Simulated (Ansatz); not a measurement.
# CH₃NO₂Si: how energies converge with the basis set

How large a basis does CH₃NO₂Si need? Two functionals are run in growing sets.

Program: Ansatz 0.2.0, Gaussian basis. Level of theory: one geometry, several basis sets. These are calculated values, not measurements.

Plan: PBE0-D4/def2-SVP; ωB97M-V/def2-SVP; PBE0-D4/def2-QZVPP; ωB97M-V/def2-QZVPP; the functionals' def2-TZVPP values are taken from earlier runs.

**1. The geometry**

An earlier PBE0-D4 in a triple-zeta def2 set relaxation fixed the geometry.

SMILES `OC1=N[SiH]1O`, 8 atoms, charge 0, spin multiplicity 1.

Atoms are counted from 1 here; the program's logs count them from 0.

Bond lengths: O1–C2 1.320 Å, O1–H6 0.973 Å, C2–N3 1.293 Å, C2–Si4 1.764 Å, N3–Si4 1.750 Å, Si4–O5 1.627 Å, Si4–H7 1.469 Å, O5–H8 0.960 Å. Angles: C2–O1–H6 107.2°, O1–C2–N3 128.7°, O1–C2–Si4 163.4°, N3–C2–Si4 67.8°, C2–N3–Si4 69.0°, C2–Si4–N3 43.2°, C2–Si4–O5 126.2°, C2–Si4–H7 124.9°, N3–Si4–O5 122.7°, N3–Si4–H7 122.4°, O5–Si4–H7 105.6°, Si4–O5–H8 118.1°.

**2. PBE0-D4 in def2-SVP**

The input, in.yaml:

```yaml
crystal:
  periodic: [false, false, false]
  atoms:
    - {symbol: O, position_ang: [-0.778193, 0.950511, 1.793152]}
    - {symbol: C, position_ang: [-0.243598, 0.210717, 0.839529]}
    - {symbol: N, position_ang: [0.985221, -0.168406, 0.703476]}
    - {symbol: Si, position_ang: [0.003338, -0.730585, -0.631916]}
    - {symbol: O, position_ang: [0.147142, -0.135483, -2.139065]}
    - {symbol: H, position_ang: [-0.066098, 1.176209, 2.416189]}
    - {symbol: H, position_ang: [-0.363861, -2.142655, -0.798523]}
    - {symbol: H, position_ang: [0.408149, 0.782492, -2.238742]}
basis:
  gaussian: {orbitals: def2-SVP}
hamiltonian: {xc: pbe0, dispersion: d4}
output: {orbitals: {seedname: orbitals}}
```

Run with:

```sh
ansatz run in.yaml --threads 2 --pin off --events-out ev --progress --plain --max-ram 4352MiB
```

The runs that follow: ωB97M-V in def2-SVP; PBE0-D4 in def2-QZVPP; ωB97M-V in def2-QZVPP.

Q: Predict the results of all the runs planned. Wanted: PBE0-D4: double and triple zeta above quadruple; ωB97M-V: double and triple zeta above quadruple.

As calculated:

```
                                       quantity           value
PBE0-D4: double and triple zeta above quadruple  11.71, 0.66 eV
ωB97M-V: double and triple zeta above quadruple  11.86, 0.61 eV
```

What this shows: For PBE0-D4 the step from double to triple zeta gains 11.05 eV and the next only 0.66 eV. These are total energies; as a rule much of such shifts cancels in differences, which this series doesn't test. The LUMO of ωB97M-V is positive and keeps falling with the basis (2.55 to 1.40 eV): an unbound level that the basis holds in place.
